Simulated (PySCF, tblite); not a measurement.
# Bi18H12: electronic excitations

What do calculations give for the electronic excitations of Bi18H12?

Programs: tblite 0.8.0 and PySCF 2.14.0, with routines of our own; each step states its level. All values are computed. Atoms count from 0.

## Step 1: The system as given

30 atoms, charge 0, multiplicity 1; geometry from: force field, distance geometry or constructed start.

## Step 2: Geometry optimisation with GFN2-xTB

The job: settings as JSON, then the geometry in Å.

```
{"job": {"kind": "relax", "xc": "GFN2-xTB", "basis": "xTB"}, "charge": 0, "multiplicity": 1}
Bi     6.531000     1.254100    -0.866600
Bi     4.347500     2.514500     0.858100
Bi     2.180600     1.253600    -0.864000
Bi     2.174700    -1.251500     0.858800
Bi     4.349700    -2.513100    -0.861600
Bi     6.522800    -1.256400     0.862400
Bi     0.000100     5.025500    -0.868300
Bi    -2.172000     6.282400     0.866500
Bi    -4.348000     5.021700    -0.865400
Bi    -4.353500     2.511100     0.866600
Bi    -2.177500     1.254700    -0.867100
Bi    -0.002500     2.509900     0.865000
Bi    -0.003400    -2.511200    -0.860000
Bi    -2.173200    -1.256500     0.862300
Bi    -4.352900    -2.506800    -0.864800
Bi    -4.352600    -5.023200     0.871300
Bi    -2.175000    -6.277800    -0.864100
Bi    -0.001100    -5.027200     0.864000
H      7.816400     2.003100     0.164200
H      4.353500     4.003500    -0.159000
H      4.348400    -3.998800     0.163200
H      7.816100    -1.999800    -0.161900
H      1.294400     5.773700     0.168300
H     -2.179600     7.766100    -0.163200
H     -5.641200     5.771700     0.162600
H     -5.647800     1.765700    -0.159200
H     -5.641000    -1.764300     0.161000
H     -5.642300    -5.768500    -0.160500
H     -2.174800    -7.770000     0.159700
H      1.292100    -5.768700    -0.158300
```

Launch:

```
$ OMP_NUM_THREADS=2 python large_run.py task.json out
```

This one command runs all jobs of the session in turn.

The log of the run:

```text
step      E/eV     max force
  0   -1340.37783    0.684
  1   -1340.46017    0.530
  2   -1340.58669    0.157
  3   -1340.59159    0.129
  4   -1340.63696    0.256
  5   -1340.65219    0.278
  6   -1340.68261    0.231
  7   -1340.69944    0.145
  8   -1340.70566    0.073
  9   -1340.70685    0.063
 10   -1340.70861    0.070
 11   -1340.71211    0.093
 12   -1340.71801    0.115
 13   -1340.72433    0.108
 14   -1340.72818    0.075
 15   -1340.72980    0.062
 16   -1340.73080    0.044
 17   -1340.73200    0.063
 18   -1340.73335    0.074
 19   -1340.73502    0.110
 20   -1340.73739    0.132
 21   -1340.74072    0.125
 22   -1340.74386    0.078
 23   -1340.74531    0.045
 24   -1340.74567    0.027
 25   -1340.74582    0.024
 26   -1340.74603    0.031
 27   -1340.74634    0.050
 28   -1340.74677    0.065
 29   -1340.74732    0.064
 30   -1340.74790    0.043
 31   -1340.74833    0.027
 32   -1340.74853    0.017
```

Run time: 0.98 s. Hardware: 2 threads of Arm Neoverse N1, shared host; peak memory 0.16 GiB.

The steps of the relaxation:

```tsv
step	energy from step 0 (eV)	largest force (eV/Å)
0	0.0000	0.6838
1	-0.0823	0.5296
2	-0.2089	0.1570
3	-0.2138	0.1286
4	-0.2591	0.2560
5	-0.2744	0.2775
6	-0.3048	0.2306
7	-0.3216	0.1450
8	-0.3278	0.0724
9	-0.3290	0.0628
11	-0.3343	0.0926
13	-0.3465	0.1074
15	-0.3520	0.0615
17	-0.3542	0.0629
18	-0.3555	0.0741
20	-0.3596	0.1318
22	-0.3660	0.0775
24	-0.3678	0.0263
26	-0.3682	0.0308
28	-0.3689	0.0645
29	-0.3695	0.0648
30	-0.3701	0.0434
31	-0.3705	0.0269
32	-0.3707	0.0168
```

Close pairs (by a distance rule), those that changed most:

```tsv
bond	before (Å)	after (Å)	change (Å)
Bi14–Bi15	3.057	2.983	-0.074
Bi6–Bi11	3.055	2.981	-0.073
Bi0–Bi1	3.055	2.983	-0.072
Bi15–Bi16	3.054	2.983	-0.071
Bi9–Bi10	3.053	2.982	-0.071
Bi7–Bi8	3.053	2.983	-0.071
Bi10–Bi11	3.051	2.982	-0.069
Bi6–Bi7	3.051	2.983	-0.068
```

The final coordinates are the input of the step that follows.

## Step 3: Vibrational analysis with GFN2-xTB

The job: settings as JSON, then the geometry in Å.

```
{"job": {"kind": "ir", "xc": "GFN2-xTB", "basis": "xTB"}, "charge": 0, "multiplicity": 1}
Bi     6.383693     1.235247    -0.834943
Bi     4.243399     2.471265     0.835338
Bi     2.125245     1.224551    -0.852427
Bi     2.124707    -1.222851     0.852303
Bi     4.242352    -2.470546    -0.836022
Bi     6.382854    -1.235963     0.835423
Bi     0.018116     4.910443    -0.835239
Bi    -2.121575     6.146751     0.835338
Bi    -4.261952     4.911562    -0.834748
Bi    -4.261183     2.440789     0.836535
Bi    -2.122791     1.229233    -0.851949
Bi    -0.003450     2.452501     0.852158
Bi    -0.002909    -2.452018    -0.852116
Bi    -2.122142    -1.227564     0.851944
Bi    -4.261930    -2.438456    -0.835449
Bi    -4.262661    -4.908976     0.836028
Bi    -2.123032    -6.145311    -0.834245
Bi     0.017081    -4.909759     0.836723
H      7.634371     1.953286     0.234638
H      4.215014     3.906149    -0.241320
H      4.215417    -3.905552     0.240203
H      7.634664    -1.951859    -0.234368
H      1.273614     5.604569     0.240178
H     -2.127034     7.588945    -0.234774
H     -5.509072     5.635621     0.234526
H     -5.490059     1.697970    -0.238032
H     -5.490681    -1.697218     0.240927
H     -5.508880    -5.635104    -0.233102
H     -2.126549    -7.587713     0.235103
H      1.274364    -5.602857    -0.238726
```

The log of the run:

```text
mode    cm-1     km/mol
  1       6.2      0.01
  2       6.3      0.01
  3       8.7      0.14
  4       9.9      0.00
  5      12.2      0.00
  6      12.2      0.01
  7      17.0      0.01
  8      17.1      0.01
  9      23.1      0.27
 10      25.0      0.00
 11      25.8      0.01
 12      25.9      0.00
 13      26.9      0.07
 14      26.9      0.07
 15      28.6      0.53
 16      30.3      0.01
 17      30.4      0.01
 18      30.9      0.00
 19      34.9      0.00
 20      34.9      0.00
 21      38.6      0.00
 22      39.1      0.01
 23      39.1      0.02
 24      43.2      0.28
 25      46.0      0.00
 26      46.0      0.00
 27      50.1      1.62
 28     138.4      0.38
 29     138.5      0.38
 30     138.6      0.00
 31     139.7      0.00
 32     140.1      0.00
 33     140.1      0.00
 34     140.9      0.75
 35     141.0      0.75
 36     141.6      0.00
 37     141.7      0.04
 38     141.7      0.06
 39     142.9      0.01
 40     143.0      0.01
 41     143.2      0.00
 42     143.7      0.08
 43     143.7      0.09
 44     143.9      0.00
 45     144.0      0.01
 46     144.5      0.02
 47     144.5      0.02
 48     146.2      0.00
 49     455.7      1.00
 50     458.8    173.89
 51     459.2    176.91
 52     462.6     55.44
 53     463.0     59.28
 54     464.3      1.99
 55     479.1     29.62
 56     479.9     16.24
 57     479.9     13.58
 58     482.1    107.69
 59     482.8    104.04
 60     483.6      7.72
 61     485.1    127.47
 62     485.4     85.61
 63     485.6     74.67
 64     486.7      6.49
 65     487.0      3.95
 66     489.0      0.11
 67     509.3     58.38
 68     509.5     13.54
 69     509.8      8.52
 70     512.2     35.44
 71     512.6     37.26
 72     513.6      0.35
 73    1666.7    984.97
 74    1667.2    647.85
 75    1667.7   1158.50
 76    1674.3    228.46
 77    1674.9    235.03
 78    1676.1   1701.05
 79    1678.7     60.64
 80    1681.2    619.25
 81    1681.8    932.65
 82    1691.6   2507.43
 83    1692.5   2469.01
 84    1697.0     15.81
```

It took 4.7 s on 2 threads of Arm Neoverse N1, shared host; peak memory 0.16 GiB.

Which atoms move in the most intense modes:

```tsv
cm⁻¹	km/mol	atoms
1667	985.0	H20 45 %, H29 40 %
1667	647.9	H26 40 %, H25 33 %
1668	1158.5	H19 43 %, H22 31 %
1676	1701.0	H28 20 %, H21 17 %, H27 17 %, H18 16 %
1681	619.2	H24 28 %, H27 16 %, H23 15 %, H28 15 %
1682	932.6	H18 28 %, H21 25 %, H27 15 %
1692	2507.4	H29 33 %, H20 31 %, H25 12 %
1692	2469.0	H22 31 %, H25 22 %, H19 20 %, H26 20 %
```

## Step 4: Electronic excitations: TDDFT PBE/def2-SVP

The job, as its differences from that of step 3:

```diff
@@ -1,2 +1,2 @@
-{"job": {"kind": "ir", "xc": "GFN2-xTB", "basis": "xTB"}, "charge": 0, "multiplicity": 1}
+{"job": {"kind": "uv", "basis": "def2-SVP", "grid": 1, "kgrid": 0, "vcut": null, "nstates": 6, "ntriplets": 2, "tda": false, "delta": ["ip_vertical"], "pop": true, "xc": "PBE"}, "charge": 0, "multiplicity": 1}
 Bi     6.383693     1.235247    -0.834943
```

Level: TDDFT PBE/def2-SVP, vertical, gas phase, core orbitals frozen in the response.

The log of the run:

```text
start: PBE on a coarse grid of 175679 points
cycle   1  E = -3794.4647300645  dE = -4.304e+02  |g| = 1.277e+01  |ddm| = 5.995e+01
cycle   2  E = -2641.2827361136  dE =  1.153e+03  |g| = 3.521e+01  |ddm| = 2.151e+02
cycle   3  E = -3808.9635188458  dE = -1.168e+03  |g| = 9.065e+00  |ddm| = 2.107e+02
cycle   4  E = -3692.9977072674  dE =  1.160e+02  |g| = 1.715e+01  |ddm| = 4.869e+01
cycle   5  E = -3826.2508587994  dE = -1.333e+02  |g| = 9.260e+00  |ddm| = 3.399e+01
cycle   6  E = -3854.2941532543  dE = -2.804e+01  |g| = 5.642e+00  |ddm| = 1.193e+01
cycle   7  E = -3740.2705973575  dE =  1.140e+02  |g| = 1.119e+01  |ddm| = 2.321e+01
cycle   8  E = -3830.1794534241  dE = -8.991e+01  |g| = 6.709e+00  |ddm| = 2.565e+01
cycle   9  E = -3822.8845205434  dE =  7.295e+00  |g| = 7.024e+00  |ddm| = 1.896e+01
cycle  10  E = -3866.7302339087  dE = -4.385e+01  |g| = 2.360e+00  |ddm| = 1.329e+01
cycle  11  E = -3817.0222183961  dE =  4.971e+01  |g| = 9.006e+00  |ddm| = 1.637e+01
cycle  12  E = -3851.3814686544  dE = -3.436e+01  |g| = 5.277e+00  |ddm| = 1.142e+01
cycle  13  E = -3871.3100559524  dE = -1.993e+01  |g| = 8.582e-01  |ddm| = 1.254e+01
cycle  14  E = -3870.9835039441  dE =  3.266e-01  |g| = 1.164e+00  |ddm| = 3.602e+00
cycle  15  E = -3871.6227320232  dE = -6.392e-01  |g| = 2.994e-01  |ddm| = 2.661e+00
cycle  16  E = -3871.5894548812  dE =  3.328e-02  |g| = 4.211e-01  |ddm| = 1.159e+00
cycle  17  E = -3871.6490433715  dE = -5.959e-02  |g| = 1.770e-01  |ddm| = 8.116e-01
cycle  18  E = -3871.6616018184  dE = -1.256e-02  |g| = 4.750e-02  |ddm| = 3.531e-01
cycle  19  E = -3871.6624690588  dE = -8.672e-04  |g| = 1.809e-02  |ddm| = 1.103e-01
cycle  20  E = -3871.6626064430  dE = -1.374e-04  |g| = 7.301e-03  |ddm| = 4.760e-02
final grid: 175679 points
cycle  21  E = -3871.6624507016  dE =  1.557e-04  |g| = 2.021e-02  |ddm| = 4.980e-02
cycle  22  E = -3871.6609407157  dE =  1.510e-03  |g| = 6.185e-02  |ddm| = 1.472e-01
cycle  23  E = -3871.6625980640  dE = -1.657e-03  |g| = 8.557e-03  |ddm| = 1.135e-01
cycle  24  E = -3871.6626299060  dE = -3.184e-05  |g| = 1.984e-03  |ddm| = 1.566e-02
cycle  25  E = -3871.6626304581  dE = -5.522e-07  |g| = 3.943e-04  |ddm| = 3.586e-03
cycle  26  E = -3871.6626311811  dE = -7.230e-07  |g| = 1.414e-04  |ddm| = 8.787e-04
cycle  27  E = -3871.6626308155  dE =  3.656e-07  |g| = 6.300e-05  |ddm| = 3.381e-04
converged SCF energy = -3871.6626308155
Vertical ionisation energy (delta-SCF) = 6.2714 eV   <S^2> = 0.751

Static polarisability (au): isotropic 1058.857, principal 573.241 1301.610 1301.718

Singlet excitations
state   eV       nm        f      main configurations
  1   2.5481    486.6   0.00000   H->L 0.97
  2   2.6134    474.4   0.01252   H->L+1 0.98
  3   2.6604    466.0   0.00143   H->L+2 0.73, H-1->L 0.12, H-2->L 0.08
  4   2.6609    465.9   0.00151   H->L+3 0.71, H-2->L 0.12, H-1->L 0.10
  5   2.6704    464.3   0.00257   H-1->L 0.68, H->L+2 0.13, H->L+3 0.08
  6   2.6707    464.2   0.00257   H-2->L 0.69, H->L+3 0.14

Triplet excitations (Tamm-Dancoff, eV): 2.3938 2.4749
```

Wall time 2.1 min (2 threads of Arm Neoverse N1, shared host); peak memory 1.6 GiB.

Frontier orbitals and where they lie:

```tsv
orbital	eV	atoms
HOMO−4	-5.34	Bi10 11 %, Bi11 11 %, Bi3 8 %
HOMO−3	-5.33	Bi13 11 %, Bi2 10 %, Bi12 9 %
HOMO−2	-5.18	Bi10 10 %, Bi13 9 %, Bi3 8 %
HOMO−1	-5.17	Bi11 10 %, Bi2 10 %, Bi14 7 %
HOMO	-5.03	Bi10 12 %, Bi11 12 %, Bi13 12 %
LUMO	-2.56	Bi14 9 %, Bi4 9 %, Bi6 9 %
LUMO+1	-2.48	Bi17 9 %, Bi9 9 %, Bi1 9 %
LUMO+2	-2.42	Bi3 12 %, Bi2 11 %, Bi12 11 %
LUMO+3	-2.42	Bi10 15 %, Bi11 15 %, Bi15 9 %
```

With each of the 6 states as a Gaussian band of 0.4 eV half-width at 1/e, the curve within the window shown has maxima at 470 nm (ε 830) L/(mol cm). Beyond the last state computed it falls off for lack of states. The curve at chosen wavelengths:

(nm, ε (L/mol/cm)): (417, 412), (426, 522), (435, 626), (443, 706), (452, 774), (461, 816), (470, 830), (478, 821), (487, 790), (496, 740), (505, 678), (513, 617), (522, 545), (531, 474), (540, 406), (548, 350), (557, 293), (566, 243), (575, 200), (583, 167), (592, 135), (601, 109), (610, 87), (618, 71), (627, 57), (636, 45)

Ground-state properties from the same run:

```tsv
property	computed
dipole moment (D)	0.00
polarisability (Å³)	156.91
HOMO–LUMO gap (eV)	2.47
−ε(HOMO) (eV)	5.03
```

## Step 5: Summary of results

| quantity | value |
| --- | --- |
| strongest single infrared mode (GFN2-xTB) | 1692 cm⁻¹, 2507 km/mol |
| zero-point energy (GFN2-xTB) | 50.8 kcal/mol |
| lowest singlet (PBE/def2-SVP) | 2.55 eV (487 nm), f = 0.000 |
| brightest single state of those computed | state 2, 2.61 eV, f = 0.013 |
| lowest triplet | 2.39 eV |

All 84 modes are real, so the xTB geometry is a minimum. GFN2-xTB is a fitted tight-binding method: band positions and strengths are rough. Its intensities can rank the bands wrongly. The first singlet state (HOMO→LUMO 0.97) lies at 2.55 eV and is dark; of the 6 states computed, the strongest absorption comes from state 2 at 2.61 eV. State 2 absorbs in the visible (474 nm). The lowest triplet lies 0.15 eV below the lowest singlet (triplets in Tamm-Dancoff, singlets in full TDDFT). Spin-orbit coupling, left out, mixes singlets and triplets in elements this heavy.
